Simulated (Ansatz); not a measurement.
# CH5FO2Sn: how energies converge with the basis set

An exercise on one series of results from a longer session: the logs are not shown, and one member is left open.

The runs use Ansatz 0.2.0, Gaussian basis; one geometry, several basis sets.

The runs, in order: PBE0-D4/def2-SVP; ωB97M-V/def2-SVP; PBE0-D4/def2-QZVPP; ωB97M-V/def2-QZVPP; the functionals' def2-TZVPP values are taken from earlier runs.

## Structure used throughout

All runs share one geometry, relaxed beforehand with PBE0-D4 in a triple-zeta def2 set. Sn takes the def2 core potential; no spin-orbit term is included.

SMILES `[CH3][Sn]([OH])([OH])[F]`, 10 atoms, charge 0, spin multiplicity 1.

Atoms are counted from 1 here; the program's logs count them from 0.

Bond lengths: C1–Sn2 2.105 Å, C1–H6 1.089 Å, C1–H7 1.089 Å, C1–H8 1.089 Å, Sn2–O3 1.944 Å, Sn2–O4 1.950 Å, Sn2–F5 1.924 Å, O3–H9 0.961 Å, O4–H10 0.961 Å. Angles: Sn2–C1–H6 108.7°, Sn2–C1–H7 108.8°, Sn2–C1–H8 109.0°, H6–C1–H7 110.2°, H6–C1–H8 110.1°, H7–C1–H8 110.0°, C1–Sn2–O3 110.5°, C1–Sn2–O4 116.8°, C1–Sn2–F5 111.5°, O3–Sn2–O4 108.5°, O3–Sn2–F5 107.1°, O4–Sn2–F5 101.7°, Sn2–O3–H9 113.5°, Sn2–O4–H10 111.8°.

Coordinates:

```
C    -1.52484   -0.43419   -0.58946
Sn    0.31711    0.22047    0.19159
O     0.66627   -0.62355    1.90795
O     1.88642   -0.01025   -0.94309
F     0.32325    2.12246    0.48396
H    -2.10193   -0.89154    0.21262
H    -2.05929    0.42350   -0.99481
H    -1.33784   -1.16218   -1.37750
H     1.57293   -0.51883    2.20812
H     2.34103    0.82281   -1.09648
```

Set-up of the first run:

in.yaml reads:

```yaml
crystal:
  periodic: [false, false, false]
  atoms:
    - {symbol: C, position_ang: [-1.524836, -0.434195, -0.589459]}
    - {symbol: Sn, position_ang: [0.317107, 0.220472, 0.191586]}
    - {symbol: O, position_ang: [0.666274, -0.623555, 1.907951]}
    - {symbol: O, position_ang: [1.886417, -0.010247, -0.943091]}
    - {symbol: F, position_ang: [0.323245, 2.122462, 0.483959]}
    - {symbol: H, position_ang: [-2.101930, -0.891536, 0.212624]}
    - {symbol: H, position_ang: [-2.059293, 0.423498, -0.994811]}
    - {symbol: H, position_ang: [-1.337840, -1.162180, -1.377502]}
    - {symbol: H, position_ang: [1.572929, -0.518828, 2.208120]}
    - {symbol: H, position_ang: [2.341027, 0.822810, -1.096478]}
basis:
  gaussian: {orbitals: def2-SVP}
hamiltonian: {xc: pbe0, dispersion: d4}
output: {orbitals: {seedname: orbitals}}
```

Started as:

```sh
ansatz run in.yaml --threads 4 --pin off --events-out ev --progress --plain --max-ram 10444MiB
```

Steps of the session up to this table: PBE0-D4 in def2-SVP; ωB97M-V in def2-SVP; PBE0-D4 in def2-QZVPP; ωB97M-V in def2-QZVPP.

One of the session's tables, all rows but one given; the rest of the session is left out.

| functional | basis | HOMO (eV) |
| --- | --- | --- |
| PBE0-D4 | def2-SVP | -8.53 |
| PBE0-D4 | def2-TZVPP | -8.80 |
| PBE0-D4 | def2-QZVPP | -8.85 |
| ωB97M-V | def2-SVP | ? |
| ωB97M-V | def2-TZVPP | -11.20 |
| ωB97M-V | def2-QZVPP | -11.25 |

Q: Estimate the row for ωB97M-V, def2-SVP from the others.

The run gave: HOMO (eV): -10.92. In the column «HOMO (eV)» it lies between ωB97M-V, def2-TZVPP (-11.20) and PBE0-D4, def2-QZVPP (-8.85).
